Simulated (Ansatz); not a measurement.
Born–Oppenheimer molecular dynamics of a periodic cell of 13 atoms, Al₈Cu₄P (surface Al2Cu(111), adsorbate P). It starts from a partly relaxed structure (largest force component 0.08 eV/Å).

These are results of Ansatz 0.2.0, DFT PBEsol, scalar-relativistic, plane waves, PAW, not measurements. Settings: PAW set soft_1, cutoff 420 eV, k mesh 2x2x1, fermi-dirac smearing 0.15 eV, no spin polarisation.

* ensemble: NVT, Nosé–Hoover chain
* time step: 2 fs
* steps asked: 120
* set temperature: 1200 K
* thermostat: time constant 200 fs, chain length 3
* atoms held: 6 to 6
* seed: 76137

Frames 20 fs apart, positions in Å, forces in eV/Å.

Velocities at 0.0 fs (Å/ps):

```
Al -8.58 -1.47 7.05
Al 2.07 -4.20 -7.69
Cu 2.98 -2.76 0.12
Al 6.67 -4.43 6.98
Al -8.60 -7.00 1.67
Cu 0.00 0.00 0.00
Al 1.23 -0.13 -1.51
Al 0.74 -8.97 -3.57
Cu -3.03 -8.43 -4.09
Al 3.55 -7.46 2.85
Al 4.48 -8.59 -3.04
Cu -9.13 -1.85 2.99
P -0.24 7.90 -6.23
```

```xyz
13
Lattice="5.7427 0.0000 0.0000 -2.8713 6.3843 0.0000 0.0000 0.0000 16.4880" Properties=species:S:1:pos:R:3:forces:R:3 time_fs=0.0 energy_less_start_eV=0.000 T=1200
Al 1.481 5.170 2.471 -0.05 0.00 -0.02
Al -1.456 5.490 2.737 0.00 0.04 -0.01
Cu 3.116 3.408 2.369 -0.02 -0.01 0.01
Al 1.456 1.829 1.684 -0.03 0.02 0.00
Al 4.529 1.557 1.773 0.02 -0.01 0.03
Cu 2.871 0.000 1.000 0.08 0.00 0.05
Al 2.222 0.515 5.146 -0.04 0.02 -0.04
Al 5.084 -0.590 5.136 0.08 0.02 0.02
Cu 0.097 4.733 4.605 -0.01 0.04 0.00
Al -1.412 2.703 4.561 0.00 -0.04 -0.02
Al 1.606 2.954 4.271 0.02 -0.06 -0.01
Cu 0.211 1.063 3.708 -0.01 -0.02 0.05
P 4.114 4.651 6.109 -0.05 0.01 -0.06
13
Lattice="5.7427 0.0000 0.0000 -2.8713 6.3843 0.0000 0.0000 0.0000 16.4880" Properties=species:S:1:pos:R:3:forces:R:3 time_fs=20.0 energy_less_start_eV=0.720 T=738
Al 1.332 5.130 2.594 0.88 -0.29 -0.82
Al -1.433 5.415 2.596 -0.64 0.22 0.48
Cu 3.171 3.359 2.374 -0.37 0.41 0.21
Al 1.556 1.739 1.818 -1.07 -0.08 -0.32
Al 4.395 1.428 1.811 1.33 0.51 0.12
Cu 2.871 0.000 1.000 -0.11 -0.72 -0.63
Al 2.246 0.494 5.114 0.03 -0.65 -0.03
Al 5.088 -0.764 5.063 -0.57 0.18 -0.06
Cu 0.040 4.569 4.524 0.25 0.21 0.20
Al -1.360 2.566 4.624 -0.78 0.60 0.31
Al 1.684 2.798 4.217 -0.49 0.72 0.33
Cu 0.041 1.020 3.761 1.16 -0.54 -0.68
P 4.114 4.795 6.002 0.39 -0.57 0.90
13
Lattice="5.7427 0.0000 0.0000 -2.8713 6.3843 0.0000 0.0000 0.0000 16.4880" Properties=species:S:1:pos:R:3:forces:R:3 time_fs=40.0 energy_less_start_eV=0.996 T=564
Al 1.296 5.052 2.602 0.78 -0.21 -1.34
Al -1.490 5.372 2.518 -0.41 0.31 0.53
Cu 3.204 3.330 2.391 -0.66 -0.13 0.20
Al 1.520 1.641 1.908 -0.73 0.16 -0.55
Al 4.428 1.366 1.860 0.85 0.60 -0.25
Cu 2.871 0.000 1.000 -0.02 -0.72 -0.59
Al 2.275 0.397 5.073 0.14 -0.10 -0.24
Al 5.027 -0.917 4.989 -0.05 0.04 0.42
Cu -0.005 4.416 4.455 0.02 0.33 0.27
Al -1.409 2.503 4.726 -0.79 0.42 0.26
Al 1.697 2.732 4.209 -0.57 0.46 0.53
Cu -0.064 0.947 3.778 1.55 -0.41 -0.24
P 4.151 4.874 5.995 -0.10 -0.77 1.00
13
Lattice="5.7427 0.0000 0.0000 -2.8713 6.3843 0.0000 0.0000 0.0000 16.4880" Properties=species:S:1:pos:R:3:forces:R:3 time_fs=60.0 energy_less_start_eV=0.693 T=771
Al 1.365 4.944 2.434 -0.02 -0.11 -0.60
Al -1.601 5.371 2.513 0.24 0.25 0.31
Cu 3.197 3.292 2.420 -0.64 -0.70 0.17
Al 1.390 1.569 1.924 0.58 0.64 -0.40
Al 4.570 1.387 1.871 -0.80 0.29 -0.75
Cu 2.871 0.000 1.000 0.18 -0.23 0.00
Al 2.322 0.281 5.001 0.06 0.24 -0.25
Al 4.958 -1.063 4.970 0.54 0.09 0.51
Cu -0.049 4.285 4.400 -0.40 0.82 0.01
Al -1.565 2.496 4.862 -0.06 -0.11 -0.13
Al 1.633 2.721 4.268 -0.24 -0.56 0.10
Cu -0.080 0.851 3.785 0.99 0.08 0.86
P 4.178 4.859 6.105 -0.44 -0.70 0.17
13
Lattice="5.7427 0.0000 0.0000 -2.8713 6.3843 0.0000 0.0000 0.0000 16.4880" Properties=species:S:1:pos:R:3:forces:R:3 time_fs=80.0 energy_less_start_eV=0.664 T=811
Al 1.433 4.820 2.179 -0.65 0.07 0.22
Al -1.683 5.402 2.552 0.58 -0.14 0.04
Cu 3.154 3.215 2.461 -0.23 -0.39 0.32
Al 1.333 1.582 1.883 1.06 0.62 -0.17
Al 4.616 1.447 1.790 -1.00 -0.17 -0.20
Cu 2.871 0.000 1.000 0.10 -0.15 0.23
Al 2.376 0.189 4.897 -0.19 -0.13 0.13
Al 4.959 -1.198 5.016 0.49 0.10 0.02
Cu -0.117 4.200 4.345 -0.53 0.90 -0.09
Al -1.732 2.481 4.985 0.63 -0.06 -0.22
Al 1.530 2.640 4.344 -0.15 -0.74 -0.23
Cu -0.037 0.759 3.836 0.05 0.47 0.56
P 4.157 4.759 6.237 -0.17 -0.39 -0.60
13
Lattice="5.7427 0.0000 0.0000 -2.8713 6.3843 0.0000 0.0000 0.0000 16.4880" Properties=species:S:1:pos:R:3:forces:R:3 time_fs=100.0 energy_less_start_eV=0.777 T=766
Al 1.421 4.701 1.945 -0.46 0.06 0.51
Al -1.691 5.417 2.597 0.28 -0.30 -0.35
Cu 3.095 3.117 2.523 0.19 0.63 0.71
Al 1.401 1.676 1.815 -0.41 -0.15 -0.12
Al 4.542 1.486 1.675 0.49 -0.36 0.26
Cu 2.871 0.000 1.000 -0.17 -0.42 0.08
Al 2.409 0.085 4.808 -0.08 0.00 0.43
Al 5.026 -1.323 5.067 0.01 -0.05 -0.50
Cu -0.215 4.166 4.285 0.01 0.34 -0.09
Al -1.818 2.456 5.078 0.68 -0.15 -0.30
Al 1.405 2.470 4.394 0.09 0.41 -0.04
Cu 0.010 0.691 3.920 -0.81 0.25 -0.08
P 4.115 4.606 6.307 0.18 -0.26 -0.49
13
Lattice="5.7427 0.0000 0.0000 -2.8713 6.3843 0.0000 0.0000 0.0000 16.4880" Properties=species:S:1:pos:R:3:forces:R:3 time_fs=120.0 energy_less_start_eV=1.113 T=577
Al 1.344 4.588 1.780 -0.10 -0.01 0.67
Al -1.661 5.393 2.593 -0.21 -0.01 -0.59
Cu 3.048 3.052 2.628 0.54 1.02 0.82
Al 1.423 1.751 1.727 -0.94 -0.75 -0.11
Al 4.521 1.481 1.593 0.83 -0.09 0.48
Cu 2.871 0.000 1.000 -0.40 -0.51 -0.02
Al 2.430 -0.015 4.777 0.01 0.62 0.51
Al 5.096 -1.455 5.048 -0.32 -0.04 -0.75
Cu -0.314 4.151 4.218 0.42 -0.35 -0.10
Al -1.813 2.402 5.127 0.39 -0.74 -0.54
Al 1.298 2.351 4.439 0.68 1.15 0.08
Cu 0.009 0.634 4.003 -1.33 -0.44 -0.43
P 4.095 4.421 6.319 0.44 0.15 -0.01
13
Lattice="5.7427 0.0000 0.0000 -2.8713 6.3843 0.0000 0.0000 0.0000 16.4880" Properties=species:S:1:pos:R:3:forces:R:3 time_fs=140.0 energy_less_start_eV=0.854 T=780
Al 1.246 4.473 1.705 0.00 0.06 0.72
Al -1.656 5.369 2.512 -0.40 0.28 -0.25
Cu 3.028 3.042 2.782 0.22 0.45 0.04
Al 1.336 1.734 1.628 0.48 -0.41 0.38
Al 4.601 1.458 1.578 -0.34 -0.04 0.66
Cu 2.871 0.000 1.000 -0.19 -0.28 0.07
Al 2.448 -0.038 4.812 -0.21 0.39 0.13
Al 5.135 -1.596 4.930 0.22 0.06 -0.34
Cu -0.394 4.119 4.144 0.29 -0.26 -0.02
Al -1.748 2.248 5.104 0.31 -0.56 -0.36
Al 1.271 2.367 4.488 0.15 -0.13 -0.26
Cu -0.066 0.556 4.063 -0.61 0.10 -0.43
P 4.122 4.248 6.321 0.09 0.36 -0.35
13
Lattice="5.7427 0.0000 0.0000 -2.8713 6.3843 0.0000 0.0000 0.0000 16.4880" Properties=species:S:1:pos:R:3:forces:R:3 time_fs=160.0 energy_less_start_eV=0.905 T=797
Al 1.142 4.364 1.733 -0.10 0.14 0.68
Al -1.707 5.378 2.395 -0.34 0.14 0.27
Cu 3.023 3.062 2.942 0.18 0.04 -0.86
Al 1.306 1.657 1.576 1.11 0.10 0.54
Al 4.639 1.428 1.658 -1.00 -0.06 0.77
Cu 2.871 0.000 1.000 0.18 -0.41 0.06
Al 2.435 -0.014 4.868 -0.46 -0.55 -0.27
Al 5.205 -1.728 4.761 0.60 0.46 0.29
Cu -0.458 4.072 4.065 0.05 0.15 0.02
Al -1.639 2.022 5.035 -0.10 0.72 0.36
Al 1.264 2.371 4.506 -0.49 -1.07 -0.34
Cu -0.180 0.479 4.097 0.45 0.20 -0.70
P 4.164 4.111 6.277 -0.08 0.15 -0.83
13
Lattice="5.7427 0.0000 0.0000 -2.8713 6.3843 0.0000 0.0000 0.0000 16.4880" Properties=species:S:1:pos:R:3:forces:R:3 time_fs=180.0 energy_less_start_eV=0.928 T=836
Al 1.020 4.270 1.859 -0.19 0.16 0.46
Al -1.809 5.408 2.307 -0.19 -0.07 0.36
Cu 3.030 3.082 3.054 0.18 -0.77 -1.76
Al 1.406 1.593 1.600 -0.28 0.71 0.51
Al 4.561 1.392 1.848 0.19 0.09 0.57
Cu 2.871 0.000 1.000 0.53 -1.08 -0.11
Al 2.362 -0.060 4.891 -0.19 -0.80 -0.27
Al 5.348 -1.803 4.632 -0.24 0.60 1.10
Cu -0.519 4.030 3.984 0.23 0.14 -0.16
Al -1.553 1.887 5.014 -1.09 1.24 0.81
Al 1.199 2.244 4.476 -0.22 -0.14 -0.34
Cu -0.270 0.407 4.088 1.12 -0.37 -1.11
P 4.201 3.991 6.140 0.15 0.29 -0.06
13
Lattice="5.7427 0.0000 0.0000 -2.8713 6.3843 0.0000 0.0000 0.0000 16.4880" Properties=species:S:1:pos:R:3:forces:R:3 time_fs=200.0 energy_less_start_eV=1.023 T=835
Al 0.874 4.199 2.049 0.33 0.45 -0.34
Al -1.942 5.433 2.262 -0.02 -0.03 -0.03
Cu 3.045 3.060 3.068 -0.39 -0.63 -1.55
Al 1.485 1.618 1.694 -0.69 0.41 0.06
Al 4.493 1.362 2.117 0.47 -0.02 -0.47
Cu 2.871 0.000 1.000 0.55 -1.15 0.08
Al 2.260 -0.211 4.879 0.27 0.00 -0.01
Al 5.460 -1.802 4.644 -1.21 -0.05 0.89
Cu -0.568 3.994 3.891 0.14 -0.27 -0.04
Al -1.601 1.884 5.087 -0.83 -0.93 -0.18
Al 1.105 2.092 4.398 0.44 0.85 -0.08
Cu -0.305 0.318 4.018 0.32 0.33 -0.10
P 4.261 3.913 6.006 0.60 1.04 1.78
13
Lattice="5.7427 0.0000 0.0000 -2.8713 6.3843 0.0000 0.0000 0.0000 16.4880" Properties=species:S:1:pos:R:3:forces:R:3 time_fs=220.0 energy_less_start_eV=1.290 T=718
Al 0.781 4.194 2.186 1.40 0.98 -1.57
Al -2.081 5.452 2.212 0.26 -0.22 -0.31
Cu 3.038 3.005 2.991 -0.71 0.66 -0.38
Al 1.474 1.693 1.792 -0.48 -0.72 -1.01
Al 4.481 1.336 2.320 -0.05 0.25 -1.87
Cu 2.871 0.000 1.000 0.18 -0.68 0.49
Al 2.189 -0.367 4.864 0.28 0.76 0.16
Al 5.423 -1.814 4.786 -0.56 -1.00 0.47
Cu -0.619 3.938 3.801 -1.10 -0.80 1.19
Al -1.771 1.795 5.155 -0.24 -0.26 -0.27
Al 1.061 2.045 4.315 0.39 0.86 0.76
Cu -0.314 0.240 3.942 0.43 0.15 1.51
P 4.390 3.939 6.055 0.19 0.01 0.83
```

Of the whole run (240 fs, mean temperature of the second half 795 K): The conserved energy stayed within 0.17 meV per atom of its start (net change 0.074 meV per atom), so the integration is sound. The mean temperature of the second half is 34 % below the set value. A run of 0.24 ps of so small a system gives no equilibrium averages. Limits of this set-up: coarse k mesh, thin slab, slab without dipole correction, odd electron count without spin, PAW files made for another functional.

Run time: 14 min on 1 thread of Arm Neoverse V1 (shared host), peak memory 0.84 GiB.
